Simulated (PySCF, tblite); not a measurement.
# C2H8N2Si2: geometry, infrared bands and NMR shifts

Aim: predict the infrared bands and NMR shifts of C2H8N2Si2 (`N#C[C@H]([SiH3])[SiH2]N`).

The runs use tblite 0.8.0 and PySCF 2.14.0, with density-fitted response routines of our own; the level of theory stands in each step. All values are computed, except where a source is named. Atoms are numbered from 0 throughout.

## (1) The starting structure

14 atoms, charge 0, multiplicity 1; geometry from: force field or distance geometry start.

Bonds of the start (Å): N0–C1 1.15, C1–C2 1.45, C2–Si3 1.86, C2–Si4 1.84, Si4–N5 1.77, C2–H6 1.12, Si3–H7 1.48, Si3–H8 1.46, Si3–H9 1.49, Si4–H10 1.46, Si4–H11 1.49, N5–H12 1.04, N5–H13 1.03.

## (2) Geometry optimisation with GFN2-xTB

Job settings and geometry (Å):

```
{"job": {"kind": "relax", "xc": "GFN2-xTB", "basis": "xTB"}, "charge": 0, "multiplicity": 1}
N     -0.180700     2.654400     0.884300
C     -0.393900     1.666800     0.332400
C     -0.641500     0.406300    -0.340100
Si    -1.814100    -0.631800     0.663200
Si     0.920200    -0.455500    -0.798900
N      2.374800     0.266900    -0.102600
H     -1.188200     0.666100    -1.286400
H     -1.157800    -1.201800     1.857800
H     -2.450700    -1.632500    -0.180100
H     -2.896900     0.271100     1.140900
H      0.813400    -1.886300    -0.523400
H      1.058700    -0.332600    -2.272500
H      3.244500    -0.265900    -0.303300
H      2.311400     0.474400     0.906800
```

Command:

```sh
> OMP_NUM_THREADS=1 python probes_run.py task.json out
```

One launch serves the whole session: the jobs run in the order shown.

**Question.** This job is followed by: GFN2-xTB harmonic vibrations, gas phase; GIAO PBE0/pcSseg-1 NMR shielding, non-relativistic, gas phase. Predict these results of the whole session: strongest single infrared mode (GFN2-xTB); zero-point energy (GFN2-xTB); ¹³C shifts against TMS (PBE0/pcSseg-1); ¹H shifts against TMS (PBE0/pcSseg-1, means over atoms taken as alike); ¹⁵N shifts against NH3 (PBE0/pcSseg-1); ²⁹Si shifts against TMS (PBE0/pcSseg-1); surface potential, 1st and 99th percentile.

**Answer**, as computed:

| quantity | value |
| --- | --- |
| strongest single infrared mode (GFN2-xTB) | 786 cm⁻¹, 600 km/mol |
| zero-point energy (GFN2-xTB) | 57.3 kcal/mol |
| ¹³C shifts against TMS (PBE0/pcSseg-1) | 124.3, -7.1 ppm |
| ¹H shifts against TMS (PBE0/pcSseg-1, means over atoms taken as alike) | 5.32, 4.73, 4.27, 1.03, 0.53 ppm |
| ¹⁵N shifts against NH3 (PBE0/pcSseg-1) | 293.2, 5.6 ppm |
| ²⁹Si shifts against TMS (PBE0/pcSseg-1) | -32.9, -64.2 ppm |
| surface potential, 1st and 99th percentile | -1.85 V and 1.70 V |

**Reading.** The optimisation took 162 steps and gained 0.376 eV; among the close pairs (by a distance rule), C2–Si4 changed most, from 1.842 to 1.919 Å. All 36 modes are real, so the xTB geometry is a minimum. The strongest single mode, at 786 cm⁻¹, is carried by H9, H8, H7, Si3. GFN2-xTB is a fitted tight-binding method: band positions and strengths are rough. Its intensities can rank the bands wrongly. The most deshielded carbon is C1 (nitrile carbon), at 124.3 ppm: this is the usual window of a C≡N carbon, which has no attached hydrogen. At PBE0/pcSseg-1: The widest tensor belongs to N0: span 499 ppm, with a paramagnetic part of -367 ppm.
